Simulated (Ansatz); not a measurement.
# CH5FN2OW: small, medium and large basis sets

The task here is to estimate one member of a computed series from the others.

Method: one geometry, several basis sets; program: Ansatz 0.2.0, Gaussian basis.

Plan: PBE0-D4/def2-SVP; ωB97M-V/def2-SVP; PBE0-D4/def2-QZVPP; ωB97M-V/def2-QZVPP; the functionals' def2-TZVPP values are taken from earlier runs.

### The relaxed structure

All runs share one geometry, relaxed beforehand with PBE0-D4 in a triple-zeta def2 set. W takes the def2 core potential; no spin-orbit term is included.

SMILES `C[O][W](=[NH])(=[NH])[F]`, 11 atoms, charge 0, spin multiplicity 1.

Atoms are counted from 1 here; the program's logs count them from 0.

Bond lengths: C1–O2 1.405 Å, C1–H7 1.094 Å, C1–H8 1.094 Å, C1–H9 1.093 Å, O2–W3 1.870 Å, W3–N4 1.745 Å, W3–N5 1.749 Å, W3–F6 1.879 Å, N4–H10 1.006 Å, N5–H11 1.008 Å. Angles: O2–C1–H7 109.6°, O2–C1–H8 111.1°, O2–C1–H9 108.7°, H7–C1–H8 109.3°, H7–C1–H9 108.8°, H8–C1–H9 109.3°, C1–O2–W3 136.7°, O2–W3–N4 108.6°, O2–W3–N5 107.2°, O2–W3–F6 112.1°, N4–W3–N5 110.9°, N4–W3–F6 109.1°, N5–W3–F6 108.8°, W3–N4–H10 160.6°, W3–N5–H11 153.0°.

Set-up of the first run:

in.yaml reads:

```yaml
crystal:
  periodic: [false, false, false]
  atoms:
    - {symbol: C, position_ang: [-0.204304, -1.249578, 1.540578]}
    - {symbol: O, position_ang: [0.244218, -0.003873, 1.070583]}
    - {symbol: W, position_ang: [0.030659, 1.024513, -0.476242]}
    - {symbol: N, position_ang: [1.592654, 1.236149, -1.225490]}
    - {symbol: N, position_ang: [-1.055966, 0.152369, -1.532824]}
    - {symbol: F, position_ang: [-0.708385, 2.712157, -0.107596]}
    - {symbol: H, position_ang: [0.608381, -1.978791, 1.479841]}
    - {symbol: H, position_ang: [-1.056375, -1.607814, 0.955639]}
    - {symbol: H, position_ang: [-0.503909, -1.142473, 2.586012]}
    - {symbol: H, position_ang: [2.342810, 1.166123, -1.892227]}
    - {symbol: H, position_ang: [-1.289793, -0.308790, -2.398285]}
basis:
  gaussian: {orbitals: def2-SVP}
hamiltonian: {xc: pbe0, dispersion: d4}
output: {orbitals: {seedname: orbitals}}
```

Launch:

```
> ansatz run in.yaml --threads 4 --pin off --events-out ev --progress --plain --max-ram 11315MiB
```

Steps of the session up to this table: PBE0-D4 in def2-SVP; ωB97M-V in def2-SVP; PBE0-D4 in def2-QZVPP; ωB97M-V in def2-QZVPP.

One of the session's tables, all rows but one given; the rest of the session is left out.

It belongs to the step «Functionals by basis». 

```
functional       basis  HOMO (eV)
   PBE0-D4    def2-SVP      -7.58
   PBE0-D4  def2-TZVPP      -7.64
   PBE0-D4  def2-QZVPP      -7.68
   ωB97M-V    def2-SVP          ?
   ωB97M-V  def2-TZVPP      -9.89
   ωB97M-V  def2-QZVPP      -9.93
```

**Question.** Estimate the row for ωB97M-V, def2-SVP.

**Answer.** HOMO (eV): -9.82. In the column «HOMO (eV)» it lies between ωB97M-V, def2-TZVPP (-9.89) and PBE0-D4, def2-QZVPP (-7.68).
